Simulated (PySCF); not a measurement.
# H6O4Tl2 (Tl2(OH)2(H2O)2): the cost of one run

Computed with PySCF 2.14.0. Level: PBE0, Tl def2-SVP with ECP60, O def2-SVP, H def2-SVP; scalar-relativistic core potentials, no spin–orbit coupling.

3 further runs of the same task are left out: 2 for a known fault of the program, 1 that didn't finish. Runs told in other sessions of the task aren't counted.

**1. The system as given**

12 atoms, charge 0, spin multiplicity 1.

Bond lengths: Tl1–O3 2.322 Å, Tl1–O5 2.322 Å, Tl2–O3 2.322 Å, Tl2–O5 2.322 Å, O3–H4 0.963 Å, O5–H6 0.963 Å, O7–H8 0.964 Å, O7–H9 0.964 Å, O10–H11 0.964 Å, O10–H12 0.964 Å. Angles: O3–Tl1–O5 71.9°, O3–Tl2–O5 71.9°, Tl1–O3–Tl2 108.1°, Tl1–O3–H4 126.0°, Tl2–O3–H4 126.0°, Tl1–O5–Tl2 108.1°, Tl1–O5–H6 126.0°, Tl2–O5–H6 126.0°, H8–O7–H9 103.6°, H11–O10–H12 103.6°.

Geometry (Å):

| atom | x (Å) | y (Å) | z (Å) |
| --- | --- | --- | --- |
| Tl1 | 0.00000 | 1.44948 | 1.19590 |
| Tl2 | 0.00000 | -1.44948 | -1.19590 |
| O3 | 1.36336 | 0.00000 | 0.00000 |
| H4 | 2.32622 | 0.00000 | 0.00000 |
| O5 | -1.36336 | 0.00000 | 0.00000 |
| H6 | -2.32622 | 0.00000 | 0.00000 |
| O7 | 0.00000 | -0.31850 | 3.56459 |
| H8 | 0.75778 | 0.07092 | 4.01573 |
| H9 | -0.75778 | 0.07092 | 4.01573 |
| O10 | 0.00000 | 0.31850 | -3.56459 |
| H11 | 0.75778 | -0.07092 | -4.01573 |
| H12 | -0.75778 | -0.07092 | -4.01573 |

Formal oxidation states: Tl +1. An earlier session relaxed this geometry at PBE0, Tl def2-SVP with ECP60, O def2-SVP, H def2-SVP (singlet, point group C2h).

Its energy there is -649.068770 Eh.

**2. Multiplicity 3 at the relaxed geometry**

run.py (the lines that set the calculation)

```python
mol = gto.M(atom='''
Tl     0.00000     1.44948     1.19590
Tl     0.00000    -1.44948    -1.19590
O      1.36336     0.00000     0.00000
H      2.32622     0.00000     0.00000
O     -1.36336     0.00000     0.00000
H     -2.32622     0.00000     0.00000
O      0.00000    -0.31850     3.56459
H      0.75778     0.07092     4.01573
H     -0.75778     0.07092     4.01573
O      0.00000     0.31850    -3.56459
H      0.75778    -0.07092    -4.01573
H     -0.75778    -0.07092    -4.01573''',
    basis={'Tl': 'def2-SVP', 'O': 'def2-SVP', 'H': 'def2-SVP'},
    ecp={'Tl': 'def2-SVP'},
    charge=0, spin=2)
mf = dft.UKS(mol, xc='PBE0')
mf.grids.atom_grid = (50, 194)
mf = mf.density_fit()  # fitting sets: Tl def2-universal-JKFIT, O def2-universal-JKFIT, H def2-universal-JKFIT
mf.conv_tol = 1e-08; mf.max_cycle = 55
mf.kernel(dm0)  # dm0: free metal ions and neutral atoms
```

The run is started by

```bash
$ OMP_NUM_THREADS=4 python run.py
```

**Question.** How long does this run take on 4 threads of AMD EPYC 7R43 (Zen 3), shared host?

About 7.8 s.
